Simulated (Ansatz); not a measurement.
# CH6BNO: the cost of one run

Program: Ansatz 0.2.0. Level of theory: RKS B3LYP/def2-SVP. These are calculated values, not measurements.

**1. The structure to begin with**

Bond lengths: B1–C2 1.600 Å, C2–H3 1.110 Å, C2–H4 1.110 Å, C2–H5 1.110 Å, B1–N6 1.550 Å, N6–H7 1.060 Å, N6–H8 1.060 Å, B1–O9 1.410 Å, O9–H10 1.010 Å. Angles: B1–C2–H3 109.5°, B1–C2–H4 109.5°, B1–C2–H5 109.5°, H3–C2–H4 109.4°, H3–C2–H5 109.4°, H4–C2–H5 109.4°, C2–B1–N6 120.0°, C2–B1–O9 120.0°, N6–B1–O9 120.0°, B1–N6–H7 120.0°, B1–N6–H8 120.0°, H7–N6–H8 120.0°, B1–O9–H10 109.5°.

As a file:

```xyz
10

B     0.0000    0.0000    0.0000
C     0.0000    0.0000    1.6000
H    -0.9996   -0.3092    1.9705
H     0.7676   -0.7111    1.9705
H     0.2320    1.0203    1.9705
N     1.3423    0.0000   -0.7750
H     1.8089   -0.9179   -1.0268
H     1.7937    0.9179   -1.0532
O    -1.2211    0.0000   -0.7050
H    -1.7308   -0.8467   -0.4965
```

**2. Relaxing the start**

input.yaml

```yaml
crystal:
  periodic: [false, false, false]
  atoms:
    - { symbol: B, position_ang: [0.0, 0.0, 0.0] }
    - { symbol: C, position_ang: [0.0, 0.0, 1.6] }
    - { symbol: H, position_ang: [-0.9996, -0.3092, 1.9705] }
    - { symbol: H, position_ang: [0.7676, -0.7111, 1.9705] }
    - { symbol: H, position_ang: [0.232, 1.0203, 1.9705] }
    - { symbol: "N", position_ang: [1.3423, 0.0, -0.775] }
    - { symbol: H, position_ang: [1.8089, -0.9179, -1.0268] }
    - { symbol: H, position_ang: [1.7937, 0.9179, -1.0532] }
    - { symbol: O, position_ang: [-1.2211, 0.0, -0.705] }
    - { symbol: H, position_ang: [-1.7308, -0.8467, -0.4965] }
basis:
  gaussian: { orbitals: def2-SVP }
hamiltonian:
  xc: b3lyp
relax:
  f_tol: 0.02
  max_steps: 40
output:
  orbitals: {}
```

Command:

```bash
ansatz run input.yaml --threads 1 --pin off --max-ram 2048MiB --backend cpu --events-out ev --progress --plain --runs-dir out
```

Q: Estimate wall time and peak memory on 1 thread of Arm Neoverse V1, shared host.

About 86 s, with a peak of 0.16 GiB.
